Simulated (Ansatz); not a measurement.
# F₂H₄SiSn: basis-set convergence

Aim: see how fast density functionals converge with the basis set for F₂H₄SiSn.

Program: Ansatz 0.2.0, Gaussian basis. Level of theory: one geometry, several basis sets. These are calculated values, not measurements.

Plan: PBE0-D4/def2-SVP; ωB97M-V/def2-SVP; PBE0-D4/def2-QZVPP; ωB97M-V/def2-QZVPP; the functionals' def2-TZVPP values are taken from earlier runs.

**1. The relaxed structure**

The geometry comes from an earlier relaxation with PBE0-D4 in a triple-zeta def2 set; it is a stationary point, not always the lowest conformer. Sn takes the def2 core potential; no spin-orbit term is included.

8 atoms, charge 0, spin multiplicity 1.

Atoms are counted from 1 here; the program's logs count them from 0.

Bond lengths: F1–Sn2 1.919 Å, Sn2–F3 1.919 Å, Sn2–Si4 2.563 Å, Sn2–H5 1.703 Å, Si4–H6 1.483 Å, Si4–H7 1.481 Å, Si4–H8 1.483 Å. Angles: F1–Sn2–F3 102.5°, F1–Sn2–Si4 107.2°, F1–Sn2–H5 105.1°, F3–Sn2–Si4 107.1°, F3–Sn2–H5 105.1°, Si4–Sn2–H5 127.3°, Sn2–Si4–H6 108.2°, Sn2–Si4–H7 107.6°, Sn2–Si4–H8 108.1°, H6–Si4–H7 111.2°, H6–Si4–H8 110.4°, H7–Si4–H8 111.2°.

**2. PBE0-D4 in def2-SVP**

Contents of in.yaml:

```yaml
crystal:
  periodic: [false, false, false]
  atoms:
    - {symbol: F, position_ang: [1.543125, -1.599172, 1.156654]}
    - {symbol: Sn, position_ang: [1.193834, -0.045221, 0.086245]}
    - {symbol: F, position_ang: [1.792276, -0.595239, -1.652175]}
    - {symbol: Si, position_ang: [-1.351164, 0.229098, -0.044589]}
    - {symbol: H, position_ang: [2.330836, 1.113217, 0.601281]}
    - {symbol: H, position_ang: [-1.854898, 0.539350, 1.315376]}
    - {symbol: H, position_ang: [-1.914048, -1.045854, -0.545443]}
    - {symbol: H, position_ang: [-1.647860, 1.346822, -0.973149]}
basis:
  gaussian: {orbitals: def2-SVP}
hamiltonian: {xc: pbe0, dispersion: d4}
output: {orbitals: {seedname: orbitals}}
```

Further steps of the session: ωB97M-V in def2-SVP; PBE0-D4 in def2-QZVPP; ωB97M-V in def2-QZVPP.

**Question.** What will the summary of the whole plan be? Wanted: PBE0-D4: double and triple zeta above quadruple; ωB97M-V: double and triple zeta above quadruple.

The runs gave:

| quantity | value |
| --- | --- |
| PBE0-D4: double and triple zeta above quadruple | 10.86, 0.67 eV |
| ωB97M-V: double and triple zeta above quadruple | 11.05, 0.63 eV |

For PBE0-D4 the step from double to triple zeta gains 10.19 eV and the next only 0.67 eV. Total energies overstate the basis error of differences, where much of it tends to cancel. The LUMO of ωB97M-V is positive and keeps falling with the basis (1.03 to 0.45 eV): an unbound level that the basis holds in place.
